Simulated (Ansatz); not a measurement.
Working through a geometry optimisation of ClF2Ga, SMILES [F][Ga]([F])[Cl]

Computed with Ansatz 0.2.0 through its Python package.

Notebook, run cell by cell (the value of a cell's last expression is shown):

```python
import itertools

import ansatz
from ase.data import atomic_numbers, covalent_radii
import numpy as np
```

```python
geometry_ang = [
    ("F", (-0.909, -0.5616, 1.4523)),
    ("Ga", (0.2134, 0.1535, 0.0195)),
    ("F", (1.6608, -0.7231, 0.1022)),
    ("Cl", (-0.9096, 1.071, -1.5943)),
]
clf2ga = ansatz.Crystal.molecule()
for symbol, xyz in geometry_ang:
    clf2ga = clf2ga.atom(symbol, xyz)
```

```python
model = clf2ga.calculation().basis(gaussian="def2-SVP").functional("cam_b3lyp")
symbols = [site.symbol for site in clf2ga.cartesian_sites]
start = np.array([site.position_ang for site in clf2ga.cartesian_sites], dtype=float)
data = model.relax(force_tolerance=0.02).run(threads=1).report
end = np.array(data["positions_ang"])
```

```python
print("reference energy %16.6f eV" % data["reference_energy_ev"])
print("total energy     %16.6f eV" % data["free_energy_ev"])
print("occupied orbitals outside the frozen core (up, down):", data["n_occupied"], " frozen:", data["n_frozen"], " virtual:", data["n_virtual"])
```

    reference energy    -70325.339631 eV
    total energy        -70325.339631 eV
    occupied orbitals outside the frozen core (up, down): [33, 33]  frozen: 0  virtual: [45, 45]

```python
radius = [covalent_radii[atomic_numbers[s]] for s in symbols]
span = lambda where, i, j: np.linalg.norm(where[i] - where[j])
bonded = [(i, j) for i, j in itertools.combinations(range(len(symbols)), 2) if min(span(start, i, j), span(end, i, j)) < 1.2 * (radius[i] + radius[j])]
print("pair        before    after (A)")
for i, j in bonded:
    print(f"{symbols[i]}{i}-{symbols[j]}{j}".ljust(10), f"{span(start, i, j):8.4f} {span(end, i, j):8.4f}")
with open("clf2ga_opt.xyz", "w") as handle:
    handle.write(f"{len(symbols)}\nrelaxed ClF2Ga\n")
    handle.writelines(f"{s:2s} {x:11.6f} {y:11.6f} {z:11.6f}\n" for s, (x, y, z) in zip(symbols, end))
```

    pair        before    after (A)
    F0-Ga1       1.9555   1.7261
    Ga1-F2       1.6942   1.7261
    Ga1-Cl3      2.1696   2.1014

`clf2ga_opt.xyz`, as written:
```text
4
relaxed ClF2Ga
F    -0.892517   -0.481678    1.436659
Ga    0.042801   -0.054569    0.050224
F     1.682949   -0.591479    0.018587
Cl   -0.777634    1.067526   -1.525770
```

Reading the output:
- Total energies depend on the basis set; only differences at equal settings carry meaning.
- The end point is the stationary point reached from this start; no frequency run checks that it is a minimum, and the basis set is modest.
- Run time: 18 s on 1 thread of Arm Neoverse V2, on a shared host, peak memory 0.25 GiB.
